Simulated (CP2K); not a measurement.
# HF/STO-3G run of GeSe (Germanium monoselenide)

Aim: the energy change on altering one bond length of GeSe (Germanium monoselenide) at HF/STO-3G, from 2 runs. 

The calculation is run with CP2K 2026.2.

13 further runs of the same task are left out: 11 that didn't finish, 2 set aside as unsound or not needed.

### 1 Starting point

The species is GeSe (2 atoms), meant as a singlet with charge 0. SMILES: `[Ge-]#[Se+]`. The bond length is the measured one.

Bond lengths: Ge1–Se2 2.135 Å.

### 2 A single-point energy at HF/STO-3G

Contents of qs.inp:

```
&GLOBAL
 PROJECT_NAME qs
 RUN_TYPE ENERGY
 PRINT_LEVEL MEDIUM
&END GLOBAL
&FORCE_EVAL
 METHOD QUICKSTEP
 &DFT
  BASIS_SET_FILE_NAME ./sto_3g.basis
  POTENTIAL_FILE_NAME POTENTIAL
  &QS
   METHOD GAPW
   EPS_DEFAULT 1.0E-10
  &END QS
  &MGRID
   CUTOFF 280
   REL_CUTOFF 50
   NGRIDS 4
  &END MGRID
  &POISSON
   PERIODIC NONE
   POISSON_SOLVER MULTIPOLE
  &END POISSON
  &SCF
   SCF_GUESS ATOMIC
   EPS_SCF 1.0E-07
   MAX_SCF 80
   ADDED_MOS 5
   &DIAGONALIZATION
    ALGORITHM STANDARD
   &END DIAGONALIZATION
   &MIXING
    METHOD DIRECT_P_MIXING
    ALPHA 0.4
   &END MIXING
  &END SCF
  &XC
   &XC_FUNCTIONAL NONE
   &END XC_FUNCTIONAL
   &HF
    FRACTION 1
    &SCREENING
     EPS_SCHWARZ 1.0E-10
    &END SCREENING
    &MEMORY
     MAX_MEMORY 1050
    &END MEMORY
   &END HF
  &END XC
  &PRINT
   &MOMENTS
    PERIODIC F
    REFERENCE COM
    MAX_MOMENT 1
   &END MOMENTS
   &MO ON
    ENERGIES T
    OCCUPATION_NUMBERS T
    NDIGITS 6
    &EACH
     QS_SCF 0
    &END EACH
    ADD_LAST NUMERIC
   &END MO
   &LOWDIN ON
   &END LOWDIN
   &HIRSHFELD OFF
   &END HIRSHFELD
  &END PRINT
 &END DFT
 &SUBSYS
  &CELL
   ABC 7 7 9.1
   PERIODIC NONE
  &END CELL
  &COORD
   Ge     3.500000     3.500000     3.482685
   Se     3.500000     3.500000     5.617314
  &END COORD
  &KIND Ge
   BASIS_SET STO-3G
   POTENTIAL ALL
   LEBEDEV_GRID 194
   RADIAL_GRID 100
  &END KIND
  &KIND Se
   BASIS_SET STO-3G
   POTENTIAL ALL
   LEBEDEV_GRID 194
   RADIAL_GRID 100
  &END KIND
 &END SUBSYS
&END FORCE_EVAL
```

Started as:

```bash
OMP_NUM_THREADS=1 cp2k.psmp -i qs.inp -o qs.out
```

What it wrote:

```text
CP2K| version string:                                       CP2K version 2026.2
[...]
 GLOBAL| Method name                                                        CP2K
[...]
 GLOBAL| Run type                                                         ENERGY
[...]
 *** WARNING in qs_environment.F:2210 :: More added MOs requested than     ***
 *** available. The full set of unoccupied MOs will be used. Use           ***
 *** 'ADDED_MOS -1' to always use all available MOs and to get rid of this ***
[...]
 DFT| Spin restricted Kohn-Sham (RKS) calculation                            RKS
 DFT| Multiplicity                                                             1
[...]
 DFT| Charge                                                                   0
[...]
 QS| Method:                                                                GAPW
[...]
 QS| Density cutoff [a.u.]:                                                140.0
[...]
 QS| Relative density cutoff [a.u.]:                                        25.0
[...]
                             - Atoms:                                          2
[...]
                             - Spherical basis functions:                     36
[...]
 Number of electrons:                                                         66
[...]
     1 P_Mix/Diag. 0.40E+00    1.1     0.65592866     -4425.0569466101 -4.43E+03
[...]
    16 DIIS/Diag.  0.53E-07    0.1     0.00000008     -4425.3184275811  9.09E-13
  *** SCF run converged in    16 steps ***
[...]
  Overlap energy of the core charge distribution:               0.00001512530124
  Self energy of the core charge distribution:              -1174.35017019940392
  Core Hamiltonian energy:                                  -3588.66914012418192
  Hartree energy:                                              95.88791752485461
  Exchange-correlation energy:                                  0.00000000000000
  Hartree-Fock Exchange energy:                              -165.29852932616370
[...]
                     Mulliken Population Analysis
 #  Atom  Element  Kind  Atomic population                           Net charge
       1     Ge       1         31.663396                              0.336604
       2     Se       2         34.336604                             -0.336604
 # Total charge                             66.000000                 -0.000000
[...]
  Dipole moment [Debye]
    X=  0.2848857E-08 Y=  0.2848921E-08 Z= -0.2625115E+01  Total=      2.6251146
 ENERGY| Total FORCE_EVAL ( QS ) energy [hartree]          -4425.318427581051765
[...]
```

It took 3 s on 1 thread of Arm Neoverse V2, shared host; peak memory 0.31 GiB.

### 3 The distorted shape

Contents of gas.inp:

```
&GLOBAL
   PROJECT gas
   RUN_TYPE ENERGY
   PRINT_LEVEL MEDIUM
&END

&FORCE_EVAL
   METHOD Quickstep
   &DFT
      BASIS_SET_FILE_NAME ./sto_3g.basis
      POTENTIAL_FILE_NAME POTENTIAL
      CHARGE 0
      MULTIPLICITY 1
      # Quickstep
      &QS
         METHOD GAPW
         EPS_DEFAULT 1.0E-10
      &END
      # plane-wave cutoff in Ry
      &MGRID
         CUTOFF 280
         REL_CUTOFF 50
         NGRIDS 4
      &END
      # no periodic images
      &POISSON
         PERIODIC NONE
         POISSON_SOLVER MULTIPOLE
      &END
      # SCF settings
      &SCF
         SCF_GUESS ATOMIC
         EPS_SCF 1.0E-06
         MAX_SCF 40
         &OT ON
            MINIMIZER DIIS
            PRECONDITIONER FULL_ALL
         &END
         &OUTER_SCF
            EPS_SCF 1.0E-06
            MAX_SCF 10
         &END
      &END
      &XC
         &XC_FUNCTIONAL NONE
         &END
         &HF
            FRACTION 1
            &SCREENING
               EPS_SCHWARZ 1.0E-10
               SCREEN_ON_INITIAL_P F
            &END
            &INTERACTION_POTENTIAL
               POTENTIAL_TYPE COULOMB
            &END
            &MEMORY
               MAX_MEMORY 1050
            &END
         &END
      &END
      # extra output
      &PRINT
         &MOMENTS
            PERIODIC F
            REFERENCE COM
            MAX_MOMENT 1
         &END
         &MO_CUBES
            NLUMO 1
            NHOMO -1
            WRITE_CUBE F
         &END
         &LOWDIN ON
         &END
         &HIRSHFELD OFF
         &END
      &END
   &END
   &SUBSYS
      &CELL
         ABC [angstrom] 7 7 9.5
         PERIODIC NONE
      &END
      &COORD
         Ge     0.000000     0.000000    -0.320171
         Se     0.000000     0.000000     2.134629
      &END
      &TOPOLOGY
         &CENTER_COORDINATES
         &END
      &END
      &KIND Ge
         BASIS_SET STO-3G
         POTENTIAL ALL
         LEBEDEV_GRID 194
         RADIAL_GRID 100
      &END
      &KIND Se
         BASIS_SET STO-3G
         POTENTIAL ALL
         LEBEDEV_GRID 194
         RADIAL_GRID 100
      &END
   &END
&END
```

Started as:

```bash
OMP_NUM_THREADS=1 cp2k.psmp gas.inp > gas.out
```

What it wrote:

```text
CP2K| version string:                                       CP2K version 2026.2
[...]
 GLOBAL| Method name                                                        CP2K
[...]
 GLOBAL| Run type                                                         ENERGY
[...]
 DFT| Spin restricted Kohn-Sham (RKS) calculation                            RKS
 DFT| Multiplicity                                                             1
[...]
 DFT| Charge                                                                   0
[...]
 QS| Method:                                                                GAPW
[...]
 QS| Density cutoff [a.u.]:                                                140.0
[...]
 QS| Relative density cutoff [a.u.]:                                        25.0
[...]
                             - Atoms:                                          2
[...]
                             - Spherical basis functions:                     36
[...]
 Number of electrons:                                                         66
[...]
     1 OT DIIS     0.15E+00    1.1     0.99635437     -4291.7492296069 -4.29E+03
[...]
    17 OT DIIS     0.15E+00    0.1     0.00000068     -4425.2456988161 -2.50E-09
  *** SCF run converged in    17 steps ***
[...]
  Overlap energy of the core charge distribution:               0.00000009911385
  Self energy of the core charge distribution:              -1174.35017019940392
  Core Hamiltonian energy:                                  -3588.86361107220591
  Hartree energy:                                              95.74675498147211
  Exchange-correlation energy:                                  0.00000000000000
  Hartree-Fock Exchange energy:                              -165.29427268330812
[...]
                     Mulliken Population Analysis
 #  Atom  Element  Kind  Atomic population                           Net charge
       1     Ge       1         31.605991                              0.394009
       2     Se       2         34.394009                             -0.394009
 # Total charge                             66.000000                 -0.000000
[...]
  Dipole moment [Debye]
    X= -0.7050592E-05 Y=  0.7882432E-05 Z= -0.4125406E+01  Total=      4.1254060
[...]
 HOMO - LUMO gap [eV] :    8.897350
 ENERGY| Total FORCE_EVAL ( QS ) energy [hartree]          -4425.245698816079312
[...]
```

It took 7.2 s on 1 thread of Arm Neoverse V2, shared host; peak memory 0.31 GiB.

### 4 Summary of results

At HF/STO-3G:

```
                                                           quantity           value
                                          first shape: total energy  -4425.31843 Eh
                                         first shape: dipole moment          2.63 D
                                           first shape: HOMO energy        -6.59 eV
                                           first shape: LUMO energy         4.62 eV
                                         first shape: HOMO–LUMO gap        11.21 eV
                                      distorted shape: total energy  -4425.24570 Eh
                                     distorted shape: dipole moment          4.13 D
                                       distorted shape: HOMO energy        -5.12 eV
                                       distorted shape: LUMO energy         3.77 eV
                                     distorted shape: HOMO–LUMO gap         8.90 eV
energy change with the Ge1–Se2 bond stretched from 2.135 to 2.455 Å        1.979 eV
```

What this shows: With the Ge1–Se2 bond stretched from 2.135 to 2.455 Å the energy rises by 1.98 eV (191 kJ/mol). The first shape isn't relaxed at this level, so the change isn't measured from a minimum. The minimal basis adds a large error of its own.
